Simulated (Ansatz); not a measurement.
# Si3Ru: the cost of one run

Program: Ansatz 0.2.0. Level of theory: DFT PBE, scalar-relativistic, plane waves, PAW. These are calculated values, not measurements.

### 1 The structure to begin with

It takes space group Pm-3m (No. 221, cubic). The conventional cell has a = 4.060 Å, b = 4.060 Å, c = 4.060 Å, α = 90.00°, β = 90.00°, γ = 90.00°. Around Si (site symmetry 4/mmm) lie 2 Ru at 2.03 Å. Ru (site symmetry m-3m) has 6 Si at 2.03 Å as nearest neighbours.

Coordinates:

```
CELL_PARAMETERS angstrom
4.05993 0.00000 0.00000
0.00000 4.05993 0.00000
0.00000 0.00000 4.05993
ATOMIC_POSITIONS crystal
Si 0.50000 0.00000 0.00000
Si 0.00000 0.50000 0.00000
Si 0.00000 0.00000 0.50000
Ru 0.00000 0.00000 0.00000
```

Recipe of the guess: species swapped into a database cell of Cu3N (Pm-3m, No. 221), with Si on the Cu sites and Ru on the N sites. Lengths come from tabulated atomic sizes and are only a guess.

### 2 Probe: one point on a coarse mesh

Contents of input.yaml:

```yaml
crystal:
  lattice:
    - [4.05992933, 0.0, 0.0]
    - [0.0, 4.05992933, 0.0]
    - [0.0, 0.0, 4.05992933]
  atoms:
    - { symbol: Si, position: [0.5, 0.0, 0.0] }
    - { symbol: Si, position: [0.0, 0.5, 0.0] }
    - { symbol: Si, position: [0.0, 0.0, 0.5] }
    - { symbol: Ru, position: [0.0, 0.0, 0.0] }
basis:
  ecutwfc: 420
kpoints:
  mp_grid: { grid: [4, 4, 4] }
hamiltonian:
  xc: pbe
scf:
  occupations: { method: gaussian, width: 0.1 }
  lower_state_search: "off"
output:
  forces: true
  stress: true
  eigenvalues: true
```

The run is started by

```sh
$ ansatz run input.yaml --threads 1 --pin off --max-ram 2560MiB --backend cpu --events-out ev --progress --plain --runs-dir out
```

Q: Estimate wall time and peak memory on 1 thread of Intel Xeon Platinum 8259CL at 2.50GHz (Skylake/Cascade Lake), shared host.

About 1.3 s, with a peak of 0.36 GiB.
